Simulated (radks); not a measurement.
# Ga in [Ar] 3d10 4s2 4p1: an all-electron calculation

An exercise on one series of results from a longer session: the logs are not shown, and one member is left open.

Program: radks (a radial shooting solver on a logarithmic mesh, Libxc functionals) version 1. Level of theory: Dirac Kohn-Sham, LDA (Slater exchange, Perdew-Wang correlation), spin-unpolarised, spherical densities, finite nucleus; open shells fill j = l - 1/2 first. These are calculated values, not measurements, unless marked.

### Starting point

| Item | Value |
| --- | --- |
| element | gallium (Z = 31) |
| charge | 0 |
| electrons | 31 |
| configuration | [Ar] 3d10 4s2 4p1 |
| nuclear rms radius | 3.9973 fm |

The first run:

The run's settings:

```text
Z 31
configuration [Ar] 3d10 4s2 4p1
relativity Dirac
functional lda,pw
spin unpolarised
j_filling energy
nucleus finite rms 3.9973 fm
c 137.035999084
```

Run with:

```bash
$ python run_ks.py task.json out
```

The same process makes all the runs of this session.

One table of the session follows, with a row left open; its other results are not shown here.

Sizes of the orbitals, from the radial functions (bohr):

```
level      <r>  outermost maximum (interpolated)  90 % within  nodes
1s1/2  0.04867                            0.0318       0.0870      0
2s1/2   0.2180                             0.183        0.338      1
2p1/2   0.1885                             0.144        0.309      0
2p3/2   0.1920                             0.147        0.314      0
3s1/2   0.6530                             0.565        0.979      2
3p1/2   0.6726                             0.561         1.04      1
3p3/2   0.6835                             0.570         1.06      1
3d3/2   0.8074                             0.529         1.40      0
3d5/2        ?                                 ?            ?      ?
4s1/2    2.332                              1.88         3.57      3
4p1/2    3.337                              2.49         5.35      2
4p3/2    3.405                              2.54         5.46      2
```

Q: Estimate the row for 3d5/2 from the others.

As computed: <r>: 0.8139; outermost maximum (interpolated): 0.532; 90 % within: 1.41; nodes: 0. In the column «<r>» it lies between 3d3/2 (0.8074) and 4s1/2 (2.332).

Limits of these values: Spin polarisation and multiplet splitting are left out.
